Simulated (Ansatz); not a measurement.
Write a Python script for the Ansatz DFT code, driven from Python that makes a geometry optimisation of CH4ClFOSi, SMILES C[Si](O)(F)Cl. Level of theory: B3LYP, def2-SVP basis, multiplicity 1, D4 dispersion.

Contents of `ch4clfosi.xyz`:
```text
9

C    -1.13470   -0.20630    0.53730
Si    0.51570    0.18220   -0.06150
O     1.04860   -0.83930   -1.24580
F     1.61900    0.11880    1.16170
Cl    0.63260    2.03670   -0.91970
H    -1.90820   -0.09720   -0.29460
H    -1.47240    0.56030    1.29140
H    -1.21710   -1.14260    0.96160
H     2.00520   -0.65900   -1.44760
```

`ch4clfosi.py`:
```python
'''Minimum-energy structure of CH4ClFOSi.'''

import itertools

import ansatz as az
from ase.data import atomic_numbers, covalent_radii
import numpy as np

geometry = az.Crystal.molecule_from_extxyz('ch4clfosi.xyz')

calc = (
    geometry.calculation()
    .basis(gaussian='def2-SVP')
    .functional('b3lyp', dispersion='d4')
)
symbols = [site.symbol for site in geometry.cartesian_sites]
start = np.array([site.position_ang for site in geometry.cartesian_sites], dtype=float)
def progress(event):
    if event['event'] == 'relax_step':
        row = event['data']
        print(f'step {row["step"]:3d}  E = {row["lagrangian_ev"]:.6f} eV  largest force component {row["allowed_force_max_ev_ang"]:.4f} eV/A')


data = calc.relax(force_tolerance=0.01, max_steps=100).session().plan().execute(on_event=progress).report
end = np.array(data['positions_ang'])

print(f'E = {data["free_energy_ev"]:.6f} eV = {data["free_energy_ev"] / 27.211386246:.7f} Ha')
print('converged:', data['converged'], ' doubts:', data['published_state_doubts'] or 'none')

# pairs closer than 1.2 times the sum of covalent radii, before or after
radius = [covalent_radii[atomic_numbers[s]] for s in symbols]
span = lambda where, i, j: np.linalg.norm(where[i] - where[j])
bonded = [(i, j) for i, j in itertools.combinations(range(len(symbols)), 2) if min(span(start, i, j), span(end, i, j)) < 1.2 * (radius[i] + radius[j])]
print('pair        before    after (A)')
for i, j in bonded:
    print(f'{symbols[i]}{i}-{symbols[j]}{j}'.ljust(10), f'{span(start, i, j):8.4f} {span(end, i, j):8.4f}')
for first, second in list(itertools.combinations(bonded, 2)):
    shared = set(first) & set(second)
    if shared and symbols[(j := shared.pop())] != 'H':
        i, k = sorted((set(first) | set(second)) - {j})
        u, v = end[i] - end[j], end[k] - end[j]
        angle = np.degrees(np.arccos(np.clip(u @ v / np.linalg.norm(u) / np.linalg.norm(v), -1, 1)))
        print(f'final angle {symbols[i]}{i}-{symbols[j]}{j}-{symbols[k]}{k}: {angle:.2f} deg')

charges = data['charge_distribution']
print('dipole moment', round(4.803205 * float(np.linalg.norm(charges['dipole_moment_e_ang'])), 3), 'D')
print('Mulliken:', [(s, round(q, 3)) for s, q in zip(symbols, charges['mulliken_charges_e'])])
```

```console
$ python ch4clfosi.py
step   1  E = -26261.265957 eV  largest force component 3.1755 eV/A
step   2  E = -26261.484962 eV  largest force component 0.9202 eV/A
step   3  E = -26261.488237 eV  largest force component 1.3794 eV/A
step   4  E = -26261.533106 eV  largest force component 0.2434 eV/A
step   5  E = -26261.534800 eV  largest force component 0.0518 eV/A
step   6  E = -26261.535577 eV  largest force component 0.0341 eV/A
step   7  E = -26261.536086 eV  largest force component 0.0171 eV/A
step   8  E = -26261.536342 eV  largest force component 0.0475 eV/A
step   9  E = -26261.536389 eV  largest force component 0.0201 eV/A
step  10  E = -26261.536412 eV  largest force component 0.0018 eV/A
E = -26261.536638 eV = -965.0936707 Ha
converged: True  doubts: none
pair        before    after (A)
C0-Si1       1.7981   1.8448
C0-H5        1.1412   1.1006
C0-H6        1.1271   1.1005
C0-H7        1.0313   1.1014
Si1-O2       1.6523   1.6449
Si1-F3       1.6485   1.6231
Si1-Cl4      2.0468   2.0716
O2-H8        0.9941   0.9649
final angle Si1-C0-H5: 110.53 deg
final angle Si1-C0-H6: 110.48 deg
final angle Si1-C0-H7: 110.23 deg
final angle C0-Si1-O2: 109.57 deg
final angle C0-Si1-F3: 110.41 deg
final angle C0-Si1-Cl4: 111.78 deg
final angle H5-C0-H6: 108.48 deg
final angle H5-C0-H7: 108.48 deg
final angle H6-C0-H7: 108.58 deg
final angle O2-Si1-F3: 109.46 deg
final angle O2-Si1-Cl4: 110.33 deg
final angle Si1-O2-H8: 118.67 deg
final angle F3-Si1-Cl4: 105.20 deg
dipole moment 1.146 D
Mulliken: [('C', -0.251), ('Si', 0.834), ('O', -0.372), ('F', -0.328), ('Cl', -0.274), ('H', 0.065), ('H', 0.063), ('H', 0.064), ('H', 0.2)]
```

Total energies depend on the basis set; only differences at equal settings carry meaning. The end point is the stationary point reached from this start; no frequency run checks that it is a minimum, and the basis set is modest. b3lyp holds the VWN-RPA fit, as in Gaussian; the form of ORCA and Turbomole is b3lyp5. Run time: 61 s on 1 thread of Arm Neoverse V1, with other jobs on the host, peak memory 0.28 GiB.
